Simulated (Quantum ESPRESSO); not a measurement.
**LiY3 under changes of volume**

One of the cells (29.656 Å³/atom); the others are scaled copies at fixed shape and fractional positions:

```xyz
4
Lattice="0.0000 3.8999 3.8999 3.8999 0.0000 3.8999 3.8999 3.8999 0.0000" Properties=species:S:1:pos:R:3 pbc="T T T"
Y     3.8999    3.8999    3.8999
Y     5.8498    5.8498    5.8498
Y     1.9499    1.9499    1.9499
Li    0.0000    0.0000    0.0000
```

The cell comes from a database or a generator and needn't be the stable form of this composition.

- Program: Quantum ESPRESSO 7.5
- Functional: PBE
- Potentials or basis: SSSP 1.3 efficiency PBE
- Cutoff: 748 eV
- Density cutoff: 5987 eV
- k mesh: 6 × 6 × 6
- Occupations: fermi-dirac, width 0.05 eV
- Spin: no spin polarisation

```csv
volume (Å³/atom),energy over the lowest point (meV/atom),pressure (GPa)
27.877,?,?
28.470,5.17,1.5
29.063,1.24,0.7
29.656,0.00,0.0
30.249,1.24,-0.6
30.842,4.76,-1.2
31.435,10.38,-1.8
```

Task: What does the run at 27.877 Å³/atom give?

Result: Energy over the lowest point 12.03 meV/atom; pressure 2.3 GPa.

Worked out: A Birch-Murnaghan fit of order 3 (a polynomial in V^(-2/3)) to the other rows has its minimum at 29.65 Å³/atom with B0 = V·E''(V) = 33 GPa and B' = 3.1. It gives 12.03 meV/atom at 27.877 Å³/atom, against the run's 12.03, and -dE/dV = 2.3 GPa, against 2.3.

Energies are extrapolated to zero smearing.
